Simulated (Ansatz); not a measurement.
# TaAlP2SO12: the cost of one run

Program: Ansatz 0.2.0. Level of theory: DFT, PBE, plane-wave PAW, default files, scalar-relativistic, as far as a step names no other. These are calculated values, not measurements.

## 1. The system as given

Symmetry: Cc, No. 9, monoclinic system. The conventional cell has a = 14.874 Å, b = 8.543 Å, c = 8.842 Å, α = 90.00°, β = 123.86°, γ = 90.00°. Around Ta (site symmetry 1) lie 6 O at 1.91 to 2.10 Å. Al (site symmetry 1) has 6 O at 1.86 to 2.01 Å as nearest neighbours. P (site symmetry 1) is surrounded by 4 O at 1.50 to 1.59 Å. P (site symmetry 1) has 4 O at 1.50 to 1.58 Å as nearest neighbours. S (site symmetry 1) has 4 O at 1.45 to 1.51 Å as nearest neighbours. O (site symmetry 1) has 1 P at 1.51 Å and 1 Al at 1.90 Å as nearest neighbours. Around O (site symmetry 1) lie 1 S at 1.46 Å and 1 Al at 2.01 Å. O (site symmetry 1) is surrounded by 1 P at 1.51 Å and 1 Al at 1.86 Å. Only part of the 17 independent sites is listed.

As a file:

```
CELL_PARAMETERS angstrom
7.43705 -4.27170 0.00000
7.43705 4.27170 0.00000
-4.92638 0.00000 7.34235
ATOMIC_POSITIONS crystal
Ta 0.84934 0.36574 0.07830
Ta 0.36574 0.84934 0.57830
Al 0.14062 0.64419 0.93335
Al 0.64419 0.14062 0.43335
P 0.52063 0.45355 0.24435
P 0.95802 0.76518 0.24490
P 0.76518 0.95802 0.74490
P 0.45355 0.52063 0.74435
S 0.26141 0.02820 0.24709
S 0.02820 0.26141 0.74709
O 0.35149 0.49336 0.07989
O 0.23345 0.86486 0.08609
O 0.99415 0.73408 0.07907
O 0.73408 0.99415 0.57907
O 0.86486 0.23345 0.58609
O 0.49336 0.35149 0.57989
O 0.63585 0.50199 0.91707
O 0.78303 0.13797 0.91690
O 0.01023 0.27462 0.91263
O 0.27462 0.01023 0.41263
O 0.13797 0.78303 0.41690
O 0.50199 0.63585 0.41707
O 0.28448 0.55791 0.78425
O 0.93575 0.78543 0.78196
O 0.05724 0.42705 0.77429
O 0.42705 0.05724 0.27429
O 0.78543 0.93575 0.28196
O 0.55791 0.28448 0.28425
O 0.70593 0.43043 0.22459
O 0.09026 0.20577 0.22539
O 0.93742 0.58037 0.21988
O 0.58037 0.93742 0.71988
O 0.20577 0.09026 0.72539
O 0.43043 0.70593 0.72459
```

## 2. First run, atoms as given

The input, input.yaml:

```yaml
crystal:
  lattice:
    - [7.4370492703, -4.27169712, 0.0]
    - [7.4370492703, 4.27169712, 0.0]
    - [-4.9263750477, 0.0, 7.3423511318]
  atoms:
    - { symbol: Ta, position: [0.84933718, 0.36574124, 0.07829648] }
    - { symbol: Ta, position: [0.36574124, 0.84933718, 0.57829648] }
    - { symbol: Al, position: [0.14062477, 0.64418655, 0.93335258] }
    - { symbol: Al, position: [0.64418655, 0.14062477, 0.43335258] }
    - { symbol: P, position: [0.52063439, 0.45354666, 0.24435322] }
    - { symbol: P, position: [0.95802498, 0.76517506, 0.2448955] }
    - { symbol: P, position: [0.76517506, 0.95802498, 0.7448955] }
    - { symbol: P, position: [0.45354666, 0.52063439, 0.74435322] }
    - { symbol: S, position: [0.26141445, 0.02820425, 0.24709351] }
    - { symbol: S, position: [0.02820425, 0.26141445, 0.74709351] }
    - { symbol: O, position: [0.35148625, 0.49336055, 0.07989289] }
    - { symbol: O, position: [0.23345039, 0.86486448, 0.08608903] }
    - { symbol: O, position: [0.99414672, 0.73408394, 0.0790663] }
    - { symbol: O, position: [0.73408394, 0.99414672, 0.5790663] }
    - { symbol: O, position: [0.86486448, 0.23345039, 0.58608903] }
    - { symbol: O, position: [0.49336055, 0.35148625, 0.57989289] }
    - { symbol: O, position: [0.63585231, 0.50199215, 0.91707444] }
    - { symbol: O, position: [0.78302974, 0.13796893, 0.916896] }
    - { symbol: O, position: [0.01022642, 0.27461565, 0.91262607] }
    - { symbol: O, position: [0.27461565, 0.01022642, 0.41262607] }
    - { symbol: O, position: [0.13796893, 0.78302974, 0.416896] }
    - { symbol: O, position: [0.50199215, 0.63585231, 0.41707444] }
    - { symbol: O, position: [0.28448154, 0.55790907, 0.7842539] }
    - { symbol: O, position: [0.9357466, 0.78542638, 0.78196034] }
    - { symbol: O, position: [0.05724199, 0.42704796, 0.77428889] }
    - { symbol: O, position: [0.42704796, 0.05724199, 0.27428889] }
    - { symbol: O, position: [0.78542638, 0.9357466, 0.28196034] }
    - { symbol: O, position: [0.55790907, 0.28448154, 0.2842539] }
    - { symbol: O, position: [0.70593497, 0.43043011, 0.22459124] }
    - { symbol: O, position: [0.0902577, 0.2057657, 0.22539131] }
    - { symbol: O, position: [0.93742218, 0.58036856, 0.21987827] }
    - { symbol: O, position: [0.58036856, 0.93742218, 0.71987827] }
    - { symbol: O, position: [0.2057657, 0.0902577, 0.72539131] }
    - { symbol: O, position: [0.43043011, 0.70593497, 0.72459124] }
kpoints:
  mp_grid: { grid: [3, 3, 3] }
scf:
  occupations: { method: fermi_dirac, width: 0.02 }
hamiltonian:
  xc: pbe
  pseudopotentials: { kind: paw }
output:
  forces: true
  stress: true
  populations: true
  efg:
    quadrupole_moments_barn: { Ta: 3.17, Al: 0.1466, S: -0.0694, O: -0.02558 }
    contact_densities: true
```

On the command line:

```
$ ansatz run input.yaml --threads 1 --pin off --max-ram 2560MiB --backend cpu --events-out ev --progress --plain --runs-dir out
```

Q: Estimate wall time and peak memory on 1 thread of Arm Neoverse V2, shared host.

About 2.5 min, with a peak of 1 GiB.
